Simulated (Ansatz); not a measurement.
Debugging a rigid scan of one bond length of CH3BFI, SMILES BC(F)I (the Ansatz DFT code, driven from Python).

The script reads `ch3bfi.xyz`:
```text
7

B    -0.39268    1.65840    0.18991
C     0.62776   -1.03839   -0.00869
F     0.89421   -2.00270    2.36874
I    -1.76592   -3.36197   -2.07867
H    -0.86586    2.89710   -1.72945
H    -0.91896    2.69244    2.15294
H     2.53711   -0.97357   -0.98132
```

The script, `ch3bfi.py`:
```python
"""Potential curve of CH3BFI along one bond."""

import warnings

import ansatz as az
import matplotlib.pyplot as plt
import numpy as np


def main() -> None:
    warnings.simplefilter("ignore", az.DeckWarning)

    geometry = az.Crystal.molecule_from_extxyz("ch3bfi.xyz")

    symbols = [site.symbol for site in geometry.cartesian_sites]
    start = np.array([site.position_ang for site in geometry.cartesian_sites])
    axis = (start[0] - start[1]) / np.linalg.norm(start[0] - start[1])
    moving = [0, 4, 5]
    lengths, energies = [1.346, 1.407, 1.468, 1.529, 1.591, 1.652, 1.713, 1.805], []
    for length in lengths:
        xyz = start.copy()
        xyz[moving] += (length - np.linalg.norm(start[0] - start[1])) * axis
        point = az.Crystal.molecule()
        for symbol, place in zip(symbols, xyz):
            point = point.atom(symbol, place.tolist())
        base = (
            point.calculation()
            .basis(gaussian="def2-SVP")
            .functional("r2scan0")
        )
        data = base.run().report
        energies.append(data["free_energy_ev"])
        print(f"r = {length:6.3f} A  E = {energies[-1]:.5f} eV  <S^2> = {abs(data['mean_field']['state']['spin_squared']):.3f}")

    # quartic fit about the minimum
    fit = np.polynomial.Polynomial.fit(lengths, np.array(energies) - min(energies), 4).convert()
    roots = [r.real for r in fit.deriv().roots() if abs(r.imag) < 1e-9 and fit.deriv(2)(r.real) > 0]
    r_e = min(roots, key=lambda r: abs(r - lengths[int(np.argmin(energies))]))
    print(f"minimum of the fit at {r_e:.4f} A, force constant {fit.deriv(2)(r_e):.2f} eV/A^2")
    plt.figure(figsize=(4.5, 3))
    plt.plot(lengths, np.array(energies) - min(energies), "o-")
    plt.xlabel("bond length (A)")
    plt.ylabel("E - E(min) (eV)")
    plt.tight_layout()
    plt.savefig("scan.png", dpi=100)


if __name__ == "__main__":
    main()
```

Output of `python ch3bfi.py`:
```text
r =  1.346 A  E = -12554.34666 eV  <S^2> = 0.000
r =  1.407 A  E = -12554.58119 eV  <S^2> = 0.000
r =  1.468 A  E = -12554.65331 eV  <S^2> = 0.000
r =  1.529 A  E = -12554.60981 eV  <S^2> = 0.000
r =  1.591 A  E = -12554.48342 eV  <S^2> = 0.000
r =  1.652 A  E = -12554.30490 eV  <S^2> = 0.000
r =  1.713 A  E = -12554.09230 eV  <S^2> = 0.000
r =  1.805 A  E = -12553.73763 eV  <S^2> = 0.000
minimum of the fit at 1.4724 A, force constant 30.47 eV/A^2
```

No error stopped it. What is wrong with the input all the same?

The fault: lengths in bohr are read as angstrom. Mended:

```diff
--- ch3bfi.xyz
+++ ch3bfi.xyz
@@ -3,7 +3,7 @@
-B    -0.39268    1.65840    0.18991
-C     0.62776   -1.03839   -0.00869
-F     0.89421   -2.00270    2.36874
-I    -1.76592   -3.36197   -2.07867
-H    -0.86586    2.89710   -1.72945
-H    -0.91896    2.69244    2.15294
-H     2.53711   -0.97357   -0.98132
+B    -0.20780    0.87760    0.10050
+C     0.33220   -0.54950   -0.00460
+F     0.47320   -1.05980    1.25350
+I    -0.93450   -1.77910   -1.10000
+H    -0.45820    1.53310   -0.91520
+H    -0.48630    1.42480    1.13930
+H     1.34260   -0.51520   -0.51930
```

The mended script runs so:

`python ch3bfi.py` gives:
```text
r =  1.346 A  E = -12573.81069 eV  <S^2> = 0.000
r =  1.407 A  E = -12574.28361 eV  <S^2> = 0.000
r =  1.468 A  E = -12574.55453 eV  <S^2> = 0.000
r =  1.529 A  E = -12574.67407 eV  <S^2> = 0.000
r =  1.591 A  E = -12574.68014 eV  <S^2> = 0.000
r =  1.652 A  E = -12574.60229 eV  <S^2> = 0.000
r =  1.713 A  E = -12574.46390 eV  <S^2> = 0.000
r =  1.805 A  E = -12574.17765 eV  <S^2> = 0.000
minimum of the fit at 1.5623 A, force constant 25.57 eV/A^2
```

Caveats:
- Total energies depend on the basis set; only differences at equal settings carry meaning.
- The rest of the molecule is held rigid at a force-field or estimated start geometry, and the basis set is modest; single-reference methods fail as a bond breaks.
- def2 sets replace the cores of elements past krypton by effective core potentials.
- The orbitals are restricted, so S² is zero by construction.
- The whole script took 43 s on 1 thread of Arm Neoverse V1, on a shared host, peak memory 0.29 GiB.
